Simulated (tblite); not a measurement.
# C4H12GeN2: the cost of one run

The runs use tblite 0.8.0 and PySCF 2.14.0, with density-fitted response routines of our own; the level of theory stands in each step. All values are computed, except where a source is named. Atoms are numbered from 0 throughout.

## (1) The starting structure

19 atoms, charge 0, multiplicity 1; geometry from: force field or distance geometry start.

Bonds of the start (Å): C0–N1 1.43, N1–N2 1.40, N2–Ge3 1.86, N2–C4 1.45, C4–C5 1.51, C5–C6 1.50, C6–C4 1.51, C0–H7 1.12, C0–H8 1.12, C0–H9 1.11, N1–H10 1.04, Ge3–H11 1.53, Ge3–H12 1.55, Ge3–H13 1.56, C4–H14 1.09, C5–H15 1.10, C5–H16 1.11, C6–H17 1.12, C6–H18 1.09.

## (2) Geometry optimisation with GFN2-xTB

Job settings and geometry (Å):

```
{"job": {"kind": "relax", "xc": "GFN2-xTB", "basis": "xTB"}, "charge": 0, "multiplicity": 1}
C     -2.349300    -1.089500    -0.262200
N     -0.986900    -1.019800    -0.683100
N     -0.199900    -0.116800     0.035000
Ge    -0.796300     1.644300    -0.068400
C      1.196700    -0.234900    -0.333700
C      2.202700     0.678800     0.318600
C      2.033700    -0.717500     0.829600
H     -2.771600    -0.063200    -0.122400
H     -2.946600    -1.537300    -1.096900
H     -2.522700    -1.623100     0.694900
H     -0.535600    -1.945000    -0.819400
H      0.207000     2.531300    -0.805800
H     -2.153100     1.768500    -0.802800
H     -1.025500     2.141700     1.395900
H      1.471500    -0.481400    -1.364200
H      3.158500     0.908200    -0.179900
H      1.733000     1.536800     0.833100
H      1.501800    -0.873300     1.799400
H      2.772800    -1.498600     0.624800
```

Command:

```
$ OMP_NUM_THREADS=1 python probes_run.py task.json out
```

This one command runs all jobs of the session in turn.

**Question.** How long does this first job take on 1 thread of Arm Neoverse V1, shared host, and how much memory does it need?

About 1.1 s, with a peak of 0.18 GiB.
